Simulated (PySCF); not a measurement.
# C₉H₁₂: magnetic properties

Aim: compute the magnetic properties of C₉H₁₂ (`CCCc1ccccc1`).

Computed with PySCF 2.14.0 and routines of our own; the level stands in each step. Atoms count from 0.

## 1. The starting structure

21 atoms, charge 0, multiplicity 1; geometry from: GFN2-xTB.

## 2. Magnetic properties: GIAO PBE/pcSseg-1

Job settings and geometry (Å):

```
{"job": {"kind": "mag", "xc": "PBE", "basis": "pcSseg-1", "isotopologues": 0}, "charge": 0, "multiplicity": 1}
C     -2.367001    -0.601979    -0.511767
C     -1.946405    -0.463627     0.945254
C     -0.981159     0.709937     1.163649
C      0.338535     0.459127     0.492664
C      0.621355     0.987298    -0.760113
C      1.822862     0.711345    -1.389204
C      2.761936    -0.095602    -0.771049
C      2.492945    -0.623294     0.480651
C      1.290020    -0.347827     1.104983
H     -3.035870    -1.450788    -0.635417
H     -2.886352     0.294355    -0.844642
H     -1.497901    -0.753224    -1.147879
H     -2.833843    -0.312468     1.564110
H     -1.462247    -1.386385     1.272002
H     -1.433048     1.623506     0.772159
H     -0.824065     0.839358     2.237193
H     -0.105050     1.622122    -1.247356
H      2.026673     1.127335    -2.365360
H      3.700769    -0.310570    -1.260452
H      3.223274    -1.250807     0.971591
H      1.085651    -0.760869     2.083215
```

Level: GIAO PBE/pcSseg-1 magnetisability, rotational g tensor and spin-rotation constants, non-relativistic, gas phase.

Command:

```bash
$ OMP_NUM_THREADS=1 python excited_run.py task.json out
```

This one command runs all jobs of the session in turn.

Output:

```text
coarse grid: 17216 points
cycle   1  E = -349.4638224748  dE =  9.624e-01  |g| = 6.712e-01  |ddm| = 4.355e+00
cycle   2  E = -349.3209207657  dE =  1.429e-01  |g| = 9.945e-01  |ddm| = 1.795e+00
cycle   3  E = -349.5917756553  dE = -2.709e-01  |g| = 8.956e-02  |ddm| = 1.187e+00
cycle   4  E = -349.5927686115  dE = -9.930e-04  |g| = 6.239e-02  |ddm| = 1.558e-01
cycle   5  E = -349.5938041262  dE = -1.036e-03  |g| = 1.608e-02  |ddm| = 7.350e-02
cycle   6  E = -349.5938648915  dE = -6.077e-05  |g| = 7.049e-03  |ddm| = 2.258e-02
cycle   7  E = -349.5938774070  dE = -1.252e-05  |g| = 1.181e-03  |ddm| = 7.284e-03
cycle   8  E = -349.5938777225  dE = -3.154e-07  |g| = 4.420e-04  |ddm| = 1.582e-03
final grid: 165336 points
cycle   9  E = -349.6692432836  dE = -6.028e-05  |g| = 1.574e-02  |ddm| = 7.625e-02
cycle  10  E = -349.6691655786  dE =  7.771e-05  |g| = 2.314e-02  |ddm| = 4.263e-02
cycle  11  E = -349.6693081962  dE = -1.426e-04  |g| = 2.578e-03  |ddm| = 2.693e-02
cycle  12  E = -349.6693098066  dE = -1.610e-06  |g| = 9.457e-04  |ddm| = 3.470e-03
cycle  13  E = -349.6693100413  dE = -2.347e-07  |g| = 2.415e-04  |ddm| = 1.067e-03
cycle  14  E = -349.6693100567  dE = -1.538e-08  |g| = 5.011e-05  |ddm| = 2.879e-04
cycle  15  E = -349.6693100572  dE = -5.567e-10  |g| = 2.019e-05  |ddm| = 6.411e-05
converged SCF energy = -349.6693100572

Magnetisability tensor (1e-30 J/T^2)
    -1339.47     -343.01     -172.32
     -343.01    -1811.45     -366.38
     -172.32     -366.38    -1332.18
isotropic -1494.37   principal values   -2183.95  -1168.39  -1130.76
isotropic susceptibility -89.993 1e-6 cm^3/mol

Inertial axes            a          b          c
rot. const./GHz      3.2962     1.0958     0.9660
chi total           -78.341    -71.184   -120.454
chi diamagnetic    -506.291  -1246.848  -1402.274
chi paramagnetic    427.950   1175.664   1281.820
quadrupole/D A        2.358      2.872     -5.229
g nuclear            0.6314     0.5910     0.5937
g electronic        -0.6627    -0.6052    -0.5817
g total             -0.0313    -0.0142     0.0120

Spin-rotation constants (kHz, H = +C I.J)
atom  isotope        aa         bb         cc
  9     1H       -0.183     -0.126     -0.028
 10     1H       -0.319     -0.063     -0.050
 11     1H       -0.020     -0.105     -0.092
 12     1H        0.033     -0.108     -0.089
 13     1H       -0.300     -0.069     -0.037
 14     1H       -0.296     -0.051     -0.041
 15     1H       -0.324      0.013     -0.072
 16     1H       -0.139      0.025     -0.067
 17     1H       -0.231      0.090     -0.095
 18     1H        0.284     -0.106     -0.073
 19     1H       -0.125      0.022     -0.064
 20     1H       -0.238      0.093     -0.097
  0    13C*       0.524      0.144      0.131
  1    13C*       0.522      0.196      0.163
  2    13C*       0.584      0.207      0.192
  3    13C*       1.501      0.451      0.163
  4    13C*       1.192      0.460      0.187
  5    13C*       1.139      0.497      0.152
  6    13C*       1.448      0.375      0.163
* in the singly substituted isotopologue
```

Run time: 52 s. Hardware: 1 thread of Intel Xeon 6975P-C, shared host; peak memory 0.75 GiB.

In short:

| quantity | value |
| --- | --- |
| magnetisability | -1494·10⁻³⁰ J/T² |
| molar susceptibility | -90.0·10⁻⁶ cm³/mol |
| rotational g (a, b, c) | -0.0313, -0.0142, 0.0120 |

The fields below are evaluated on a grid from the run's orbitals.

Frontier orbitals at PBE/pcSseg-1, with the share of their density that lies nearest to each atom:

```csv
orbital,energy (eV),lies on
HOMO,-6.01,"C3, C6 about 25 % each; C8 11 %; C4, C5 about 8 % each"
LUMO,-1.03,"C5, C8 about 23 % each; C3, C4, C7 about 8 % each; C6 7 %"
```

ELF in a plane through or near 8 of the atoms.

Ten even steps from '0' (0.00) to '9' (1.00):
```
0000000000000000000000000000
0000000000000000000000000000
0000000000000000000000000000
0000001687100000000000000000
0000004999400000001420000000
0000003999511210018997000000
0000000588654410039999000000
0000331363586520138997000000
0002786686666730035751000000
0002788214016751157410000000
0000355674116553552676100000
0000002664748842651999800000
0000002546853510355999800000
0000005875569810022488200000
0000005751299950000011000000
0000001200199970000000000000
0000000000059820000000000000
0000000000000000000000000000
0000000000000000000000000000
0000000000000000000000000000
```
The map spans 12.9 Å across and 9.8 Å up, centred on the molecule. Atoms in the plane (x, y in Å): C1 (2.1, -0.6), C5 (-2.1, 1.3), C6 (-2.9, 0.3), C8 (-1.1, -1.3), H10 (2.6, 1.5), H12 (3.1, -0.9), H17 (-2.5, 2.3), H20 (-0.7, -2.3).

log10 of the density (e/Å³) in the same plane.

Ten even steps from '0' (-4.0) to '9' (1.3):
```
0000000000000000000000000000
0000000011000000000000000000
0000001222110000000000000000
0000012344332221112211000000
0000023555543332233332100000
0000124677655443345554210000
0001234677766554456765310000
0012455679777654567765320000
0023456787777665567764310000
0023567887667766677654320000
0013456777667776778765321000
0012345777777766778776431000
0001245677898765677776421000
0001235666777654555554320000
0000234555678654444433210000
0000123444456543222221000000
0000012222344432111100000000
0000000001122211000000000000
0000000000001100000000000000
0000000000000000000000000000
```
The map spans 12.9 Å across and 9.8 Å up, centred on the molecule. Atoms in the plane (x, y in Å): C1 (2.1, -0.6), C5 (-2.1, 1.3), C6 (-2.9, 0.3), C8 (-1.1, -1.3), H10 (2.6, 1.5), H12 (3.1, -0.9), H17 (-2.5, 2.3), H20 (-0.7, -2.3).

On the surface of density 0.002 e/bohr³ the electrostatic potential runs, from the 1st to the 99th percentile, from -0.75 V near C5 to 0.70 V near H20.

## 3. Magnetic properties: GIAO CAM-B3LYP/pcSseg-0 in chloroform

Settings changed since step 2:

```diff
@@ -1,2 +1,2 @@
-{"job": {"kind": "mag", "xc": "PBE", "basis": "pcSseg-1", "isotopologues": 0}, "charge": 0, "multiplicity": 1}
+{"job": {"kind": "mag", "xc": "CAM-B3LYP", "basis": "pcSseg-0", "scf": {"damp": 0.1}, "solvent": "chloroform"}, "charge": 0, "multiplicity": 1}
 C     -2.367001    -0.601979    -0.511767
```

With the program's defaults for keys left out, this is: GIAO CAM-B3LYP/pcSseg-0 magnetisability, non-relativistic, IEF-PCM chloroform.

Output:

```text
damping 0.10 in the first 6 cycles
final grid: 165336 points
cycle   1  E = -349.2071007229  dE =  1.578e+00  |g| = 2.508e-01  |ddm| = 4.619e+00
cycle   2  E = -349.2244121335  dE = -1.731e-02  |g| = 1.141e-01  |ddm| = 4.330e-01
cycle   3  E = -349.2269110066  dE = -2.499e-03  |g| = 6.898e-02  |ddm| = 2.049e-01
cycle   4  E = -349.2276171769  dE = -7.062e-04  |g| = 4.384e-02  |ddm| = 1.037e-01
cycle   5  E = -349.2278832052  dE = -2.660e-04  |g| = 2.936e-02  |ddm| = 6.711e-02
cycle   6  E = -349.2279355213  dE = -5.232e-05  |g| = 2.540e-02  |ddm| = 4.927e-02
cycle   7  E = -349.2279711912  dE = -3.567e-05  |g| = 2.238e-02  |ddm| = 4.328e-02
cycle   8  E = -349.2280923088  dE = -1.211e-04  |g| = 8.651e-04  |ddm| = 2.056e-02
cycle   9  E = -349.2280925022  dE = -1.934e-07  |g| = 1.054e-04  |ddm| = 1.210e-03
cycle  10  E = -349.2280925051  dE = -2.904e-09  |g| = 1.004e-05  |ddm| = 1.203e-04
cycle  11  E = -349.2280925052  dE = -3.058e-11  |g| = 5.992e-06  |ddm| = 2.237e-05
converged SCF energy = -349.2280925052

Magnetisability tensor (1e-30 J/T^2)
    -1442.38     -364.86     -186.34
     -364.86    -1949.32     -388.97
     -186.34     -388.97    -1441.30
isotropic -1611.00   principal values   -2345.61  -1259.44  -1227.95
isotropic susceptibility -97.017 1e-6 cm^3/mol

Inertial axes            a          b          c
rot. const./GHz      3.2962     1.0958     0.9660
chi total           -84.336    -77.248   -129.466
chi diamagnetic    -506.481  -1247.305  -1401.984
chi paramagnetic    422.144   1170.057   1272.518
quadrupole/D A        2.478      3.445     -5.922
```

Wall time 20 s (1 thread of Intel Xeon 6975P-C, shared host); peak memory 0.85 GiB.

In short:

```csv
quantity,value
magnetisability,-1611·10⁻³⁰ J/T²
molar susceptibility,-97.0·10⁻⁶ cm³/mol
```

## 4. Outcome

```
                                          quantity                     value
       magnetisability (step 2, GIAO PBE/pcSseg-1)          -1494·10⁻³⁰ J/T²
  molar susceptibility (step 2, GIAO PBE/pcSseg-1)        -90.0·10⁻⁶ cm³/mol
rotational g (a, b, c) (step 2, GIAO PBE/pcSseg-1)  -0.0313, -0.0142, 0.0120
             surface potential, 1st and 99th percentile        -0.75 V and 0.70 V
```

What this shows: At PBE/pcSseg-1, counted by nearest atom on the grid, the HOMO lies on C3, C6 about 25 % each; C8 11 %, the LUMO on C5, C8 about 23 % each; C3, C4, C7 about 8 % each. Vibrational averaging and real surroundings are missing from these values.
